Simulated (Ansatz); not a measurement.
What does this script print? It uses the Ansatz DFT code, driven from Python.

`brgeh.xyz`
```text
3

Ge    0.32080   -0.77070    0.08350
Br    0.78540    1.48020    0.59330
H    -1.11720   -0.77440   -0.69010
```

`scan_brgeh.py`:
```python
"""Potential curve of BrGeH along one bond."""

import ansatz as az
import numpy as np

molecule = az.Crystal.molecule_from_extxyz("brgeh.xyz")

symbols = [site.symbol for site in molecule.cartesian_sites]
start = np.array([site.position_ang for site in molecule.cartesian_sites])
axis = (start[1] - start[0]) / np.linalg.norm(start[1] - start[0])
moving = [1]
lengths, energies = [2.0, 2.17, 2.35, 2.59, 2.94, 3.53, 4.24, 5.18], []
for length in lengths:
    xyz = start.copy()
    xyz[moving] += (length - np.linalg.norm(start[1] - start[0])) * axis
    point = az.Crystal.molecule()
    for symbol, place in zip(symbols, xyz):
        point = point.atom(symbol, place.tolist())
    base = (
        point.calculation()
        .basis(gaussian="def2-SVP")  # atom-centred Gaussian functions
        .correlation("MP2")  # correlation on top of the mean field
    )
    r = base.run(threads=1, pin="off").report
    energies.append(r["free_energy_ev"])
    print(f"r = {length:6.3f} A  E = {energies[-1]:.5f} eV  <S^2> = {abs(r['mean_field']['state']['spin_squared']):.3f}")

print("energy above the lowest point (eV):", [round(e - min(energies), 3) for e in energies])
```

```console
$ python scan_brgeh.py
r =  2.000 A  E = -126483.80832 eV  <S^2> = 0.000
r =  2.170 A  E = -126484.74639 eV  <S^2> = 0.000
r =  2.350 A  E = -126484.95542 eV  <S^2> = 0.000
r =  2.590 A  E = -126484.65197 eV  <S^2> = 0.000
r =  2.940 A  E = -126483.81951 eV  <S^2> = 0.000
r =  3.530 A  E = -126482.43915 eV  <S^2> = 0.000
r =  4.240 A  E = -126481.26696 eV  <S^2> = 0.000
r =  5.180 A  E = -126480.48400 eV  <S^2> = 0.000
energy above the lowest point (eV): [1.147, 0.209, 0.0, 0.303, 1.136, 2.516, 3.688, 4.471]
```

Reading the output:
- Total energies depend on the basis set; only differences at equal settings carry meaning.
- The rest of the molecule is held rigid at a force-field or estimated start geometry, and the basis set is modest; single-reference methods fail as a bond breaks.
- The orbitals are restricted, so S² is zero by construction.
- Toward dissociation an unrestricted state can lie under the restricted one, by tenths of an eV for polar bonds under a functional and by 1 to 2 eV or more for others.
- S² is that of the Hartree-Fock reference.
- Run time: 15 s on 1 thread of Arm Neoverse V1, with other jobs on the host, peak memory 0.25 GiB.
